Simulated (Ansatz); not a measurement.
**Ge2TeO3: one candidate of a structure search**

Aim: relax a trial structure of Ge2TeO3 and see where it ends.

Program: Ansatz 0.2.0. Level of theory: DFT PBE, scalar-relativistic, plane waves, PAW. These are calculated values, not measurements.

### 1 The system as given

The structure is tetragonal, space group P4/mmm (No. 123). The conventional cell has a = 4.415 Å, b = 4.415 Å, c = 5.818 Å, α = 90.00°, β = 90.00°, γ = 90.00°. Ge (site symmetry mmm) is surrounded by 2 Te at 2.21 Å. Te (site symmetry 4/mmm) is surrounded by 4 Ge at 2.21 Å. Around O (site symmetry mmm) lie 2 O at 2.21 Å. Around O (site symmetry 4/mmm) lie 4 O at 2.21 Å.

Coordinates:

```
Ge Te O
1.0
     4.41485    0.00000    0.00000
     0.00000    4.41485    0.00000
     0.00000    0.00000    5.81752
Ge Te O
2 1 3
Cartesian
  2.2074 0.0000 0.0000
  0.0000 2.2074 0.0000
  2.2074 2.2074 0.0000
  2.2074 0.0000 2.9088
  0.0000 2.2074 2.9088
  0.0000 0.0000 2.9088
```

A structure generator made this guess: random cell by space group and Wyckoff sites (P4/mmm, No. 123). The dimensions are guesses.

### 2 A first look at the guess

The input, input.yaml:

```yaml
crystal:
  lattice:
    - [4.41484773, 0.0, 0.0]
    - [0.0, 4.41484773, 0.0]
    - [0.0, 0.0, 5.81752355]
  atoms:
    - { symbol: Ge, position: [0.5, 0.0, 0.0] }
    - { symbol: Ge, position: [0.0, 0.5, 0.0] }
    - { symbol: Te, position: [0.5, 0.5, 0.0] }
    - { symbol: O, position: [0.5, 0.0, 0.5] }
    - { symbol: O, position: [0.0, 0.5, 0.5] }
    - { symbol: O, position: [0.0, 0.0, 0.5] }
basis:
  ecutwfc: 420
kpoints:
  mp_grid: { grid: [4, 4, 4] }
hamiltonian:
  xc: pbe
scf:
  occupations: { method: gaussian, width: 0.1 }
  lower_state_search: "off"
output:
  forces: true
  stress: true
  eigenvalues: true
```

Started as:

```
$ ansatz run input.yaml --threads 1 --pin off --max-ram 2560MiB --backend cpu --events-out ev --progress --plain --runs-dir out
```

Further runs follow: rough relaxation on the coarse mesh; another rough relaxation; relaxation on the finer mesh.

What does the calculation give? Wanted: conventional cell; volume; energy over the elements; gap on the mesh.

**Answer**, as computed:

| quantity | value |
| --- | --- |
| symmetry at the end (tolerance 0.05 Å) | space group P4/mmm (No. 123) |
| conventional cell | a = 5.752 Å, b = 5.752 Å, c = 3.608 Å, α = 90.00°, β = 90.00°, γ = 90.00° |
| volume | 19.90 Å³/atom |
| energy over the elements (uncorrected; H, N, O, F and Cl as molecules) | +0.24 eV/atom |
| gap on the mesh | none (metal) |

What this shows: The space group P4/mmm (No. 123) is kept, and the volume per atom grows by 5.3 % from the first guess. With a positive formation energy it can't be a ground state. No finished test with a distortion of lower symmetry is shown, so the end may be a saddle point. The runs treat Te without spin-orbit coupling.
